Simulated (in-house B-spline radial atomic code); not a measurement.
# Zn²²⁺: binding energies from hole states

Aim: the cost of two holes at once in Zn²²⁺, against the sum of the two single holes.

Program: in-house B-spline radial atomic code version 1. Level of theory: Dirac-Hartree-Fock, average of configuration, Fermi nucleus, basis-set limit. These are calculated values, not measurements, unless marked.

## (1) The atom as given

* element: zinc (Z = 30)
* charge: +22
* electrons: 8
* configuration: [He] 2s2 2p4
* Hamiltonian: Dirac-Coulomb
* nucleus: Fermi, rms radius 3.928 fm

The outer shells:

[He] 2s2 2p4
```
[He] core
2s [↑↓]
2p [↑↓][↑ ][↑ ]
```

The boxes draw the filling by Hund's rule, which heavy ions in jj coupling don't follow; these runs average over all states of the configuration.

Settings of the run:

```ini
Z = 30
electrons = 8.0
configuration = [He] 2s2 2p4
hamiltonian = dirac
method = hf
spin_polarised = False
nucleus = fermi
rms_radius = 3.9283
mass_number = 64
atomic_mass = 63.929141776
speed_of_light = 137.035999084
```

From the earlier run of the reference: total energy -1427.992987 hartree. Levels, eight at most:

| orbital | occupation | energy (eV) | <r> (bohr) |
| --- | --- | --- | --- |
| 1s1/2 | 2 | -10881.9 | 0.05013 |
| 2s1/2 | 2 | -2224.61 | 0.2163 |
| 2p1/2 | 1.33333 | -2113.78 | 0.1857 |
| 2p3/2 | 2.66667 | -2087.29 | 0.1887 |

Single holes known from earlier runs (ΔSCF): 1s 10867.2 eV, 2s 2223.09 eV, 2p 2094.00 eV.

## (2) The 2s and 2p holes

Settings of the run:

```ini
Z = 30
electrons = 6.0
configuration = 1s2 2s1 2p3
hamiltonian = dirac
method = hf
spin_polarised = False
nucleus = fermi
rms_radius = 3.9283
mass_number = 64
atomic_mass = 63.929141776
speed_of_light = 137.035999084
```

## (3) The 1s and 2s holes

The settings differ from step 2 so:

```diff
@@ -2,3 +2,3 @@
 electrons = 6.0
-configuration = 1s2 2s1 2p3
+configuration = 1s1 2s1 2p4
 hamiltonian = dirac
```

## (4) The 1s and 2p holes

The settings differ from step 3 so:

```diff
@@ -2,3 +2,3 @@
 electrons = 6.0
-configuration = 1s1 2s1 2p4
+configuration = 1s1 2s2 2p3
 hamiltonian = dirac
```

## (5) The 1s and 1s holes

The settings differ from step 4 so:

```diff
@@ -2,3 +2,3 @@
 electrons = 6.0
-configuration = 1s1 2s2 2p3
+configuration = 2s2 2p4
 hamiltonian = dirac
```

**Question.** What does each hole state cost in eV, and how does that compare with the orbital energies or single holes?

As calculated:

| two holes | ΔSCF (eV) | less the two single holes (eV) |
| --- | --- | --- |
| 2s and 2p | 4424.14 | 107.05 |
| 1s and 2s | 13228.1 | 137.80 |
| 1s and 2p | 13128.2 | 167.00 |
| 1s and 1s | 22220.7 | 486.35 |

What this shows: Two holes cost more than the sum of each, because the second electron leaves a more charged ion. The excess runs from 107.1 eV (2s and 2p) to 486.3 eV (1s and 1s); it tends to be largest where both holes are compact. Two partly filled shells share a symmetry and can mix in the average, which may lower the energy, in these hole states: 1s and 2s. Values are for the free ion, measured from the vacuum level.
